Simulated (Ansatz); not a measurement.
# MnSb4 in Ansatz: the effect of starting spin order

Crystal: MnSb4.

```
Sb Mn
1.0
     3.08050    0.00000    0.00000
     0.00000    3.08050    0.00000
     0.00000    0.00000   14.99420
Sb Mn
4 1
Direct
  0.00000 0.00000 0.81968
  0.00000 0.00000 0.60055
  0.00000 0.00000 0.39945
  0.00000 0.00000 0.18032
  0.00000 0.00000 0.00000
```

The cell comes from a database or a generator and needn't be the stable form of this composition.

Alike in all runs:

| Quantity | Value |
| --- | --- |
| Program | Ansatz 0.2.0 |
| Task | single point |
| Functional | PBE |
| Potentials or basis | Ansatz PAW |
| Cutoff | 420 eV (not typed: the program's choice for these potentials) |
| k mesh | 9 × 9 × 2 |
| Occupations | fermi-dirac, width 0.05 eV |

Q: One run gave: energy over the lowest run 347.0 meV/atom; pressure -3.9 GPa; largest force 0.54 eV/Å; final net moment 0.00 μB; final largest site moment 0.00 μB. Which starting spin order did it use?
A. fm
B. random
C. spin off

A: C.

```tsv
starting spin order	spin	starting moments	energy over the lowest run (meV/atom)	pressure (GPa)	largest force (eV/Å)	final net moment (μB)	final largest site moment (μB)
spin off	no spin polarisation	-	347.0	-3.9	0.54	0.00	0.00
fm	collinear spin, ferromagnetic start	[0.0, 0.0, 0.0, 0.0, 4.0] μB	0.0	-0.4	0.04	3.98	3.82
random	collinear spin, random start	[0.0, 0.0, 0.0, 0.0, 1.49] μB	0.0	-0.4	0.04	3.98	3.82
```

Caveats: a cell with one magnetic atom can't hold antiferromagnetic order, which such compounds often take (some runs).
